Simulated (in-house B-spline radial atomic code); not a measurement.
# Rb⁸⁺: excited configurations

Aim: the energies of several excited configurations of Rb⁸⁺ above a reference configuration, each from its own self-consistent run.

The numbers are computed with in-house B-spline radial atomic code version 1 (Dirac-Hartree-Fock, average of configuration, Fermi nucleus, basis-set limit), except any that are marked as measured or tabulated.

**1. The atom as given**

* element: rubidium (Z = 37)
* charge: +8
* electrons: 29
* configuration: [Ar] 3d10 4s1
* Hamiltonian: Dirac-Coulomb
* nucleus: Fermi, rms radius 4.204 fm

Outer shells as boxes (Hund's rule):

[Ar] 3d10 4s1
```
[Ar] core
3d [↑↓][↑↓][↑↓][↑↓][↑↓]
4s [↑ ]
```

The boxes draw the filling by Hund's rule, which heavy ions in jj coupling don't follow; these runs average over all states of the configuration.

The run's settings:

```ini
Z = 37
electrons = 29.0
configuration = [Ar] 3d10 4s1
hamiltonian = dirac
method = hf
spin_polarised = False
nucleus = fermi
rms_radius = 4.2036
mass_number = 85
atomic_mass = 84.91178973604
speed_of_light = 137.035999084
```

From the earlier run of the reference: total energy -2961.491610 hartree. Levels, eight at most:

| orbital | occupation | energy (eV) | <r> (bohr) |
| --- | --- | --- | --- |
| 2p1/2 | 2 | -2039.78 | 0.1523 |
| 2p3/2 | 4 | -1978.44 | 0.1563 |
| 3s1/2 | 2 | -472.07 | 0.5059 |
| 3p1/2 | 2 | -397.35 | 0.5072 |
| 3p3/2 | 4 | -387.65 | 0.5167 |
| 3d3/2 | 4 | -257.94 | 0.5109 |
| 3d5/2 | 6 | -256.28 | 0.5143 |
| 4s1/2 | 1 | -149.63 | 1.263 |

**2. Configuration [Ar] 3d10 7d1**

The run's settings:

```ini
Z = 37
electrons = 29.0
configuration = [Ar] 3d10 7d1
hamiltonian = dirac
method = hf
spin_polarised = False
nucleus = fermi
rms_radius = 4.2036
mass_number = 85
atomic_mass = 84.91178973604
speed_of_light = 137.035999084
```

**3. Configuration [Ne] 3s2 3p5 3d10 4s1 7g1**

Changes to the settings of step 2:

```diff
@@ -2,3 +2,3 @@
 electrons = 29.0
-configuration = [Ar] 3d10 7d1
+configuration = [Ne] 3s2 3p5 3d10 4s1 7g1
 hamiltonian = dirac
```

**4. Run with [Ne] 3s2 3p5 3d10 4s1 7p1**

Changes to the settings of step 3:

```diff
@@ -2,3 +2,3 @@
 electrons = 29.0
-configuration = [Ne] 3s2 3p5 3d10 4s1 7g1
+configuration = [Ne] 3s2 3p5 3d10 4s1 7p1
 hamiltonian = dirac
```

**5. Run with [Ne] 3s2 3p5 3d10 4s1 8s1**

Changes to the settings of step 4:

```diff
@@ -2,3 +2,3 @@
 electrons = 29.0
-configuration = [Ne] 3s2 3p5 3d10 4s1 7p1
+configuration = [Ne] 3s2 3p5 3d10 4s1 8s1
 hamiltonian = dirac
```

**6. [Ar] 3d10 4d1**

Changes to the settings of step 5:

```diff
@@ -2,3 +2,3 @@
 electrons = 29.0
-configuration = [Ne] 3s2 3p5 3d10 4s1 8s1
+configuration = [Ar] 3d10 4d1
 hamiltonian = dirac
```

**7. Configuration [Ar] 3d10 5d1**

Changes to the settings of step 6:

```diff
@@ -2,3 +2,3 @@
 electrons = 29.0
-configuration = [Ar] 3d10 4d1
+configuration = [Ar] 3d10 5d1
 hamiltonian = dirac
```

**8. Configuration [Ar] 3d9 4s1 5s1**

Changes to the settings of step 7:

```diff
@@ -2,3 +2,3 @@
 electrons = 29.0
-configuration = [Ar] 3d10 5d1
+configuration = [Ar] 3d9 4s1 5s1
 hamiltonian = dirac
```

**9. Run with [Ar] 3d10 6p1**

Changes to the settings of step 8:

```diff
@@ -2,3 +2,3 @@
 electrons = 29.0
-configuration = [Ar] 3d9 4s1 5s1
+configuration = [Ar] 3d10 6p1
 hamiltonian = dirac
```

How far above the reference does each configuration lie (order and size, in eV)?

The runs gave:

| net move | configuration | energy above the reference (eV) | with Breit, QED, recoil (eV) | largest <r> (bohr) |
| --- | --- | --- | --- | --- |
| 4s → 4d | [Ar] 3d10 4d1 | 51.769 | 51.686 | 1.59 |
| 4s → 5d | [Ar] 3d10 5d1 | 92.133 | 92.047 | 2.90 |
| 4s → 6p | [Ar] 3d10 6p1 | 104.87 | 104.79 | 4.04 |
| 4s → 7d | [Ar] 3d10 7d1 | 122.58 | 122.49 | 6.51 |
| 3d → 5s | [Ar] 3d9 4s1 5s1 | 171.98 | 172.00 | 2.40 |
| 3p → 7p | [Ne] 3s2 3p5 3d10 4s1 7p1 | 355.78 | 355.49 | 5.82 |
| 3p → 8s | [Ne] 3s2 3p5 3d10 4s1 8s1 | 362.61 | 362.31 | 7.56 |
| 3p → 7g | [Ne] 3s2 3p5 3d10 4s1 7g1 | 364.38 | 364.08 | 7.02 |

Quantum defects of the promoted electron, δ = n − ζ/√(−2ε) with ζ = 9 and ε its orbital energy in hartree:

| promotion | δ |
| --- | --- |
| 4s → 5d | 0.618 |
| 4s → 6p | 1.031 |
| 4s → 7d | 0.603 |
| 3d → 5s | 1.486 |
| 3p → 7p | 1.054 |
| 3p → 8s | 1.300 |
| 3p → 7g | 0.013 |

At the bottom stands 4s → 4d (51.769 eV), at the top 3p → 7g (364.38 eV). Koopmans' estimate of the ionisation threshold is 149.63 eV; 4 configurations exceed it by over 2 % and could autoionise. Of those tabulated, the defect is largest for 5s (1.49) and least for 7g (0.01): low angular momentum penetrates the core, high angular momentum stays outside it. Two partly filled shells share a symmetry and can mix in the average, which may lower the energy, for: 3d → 5s; 3p → 7p; 3p → 8s. These are averages over configurations, without correlation, not spectroscopic levels.
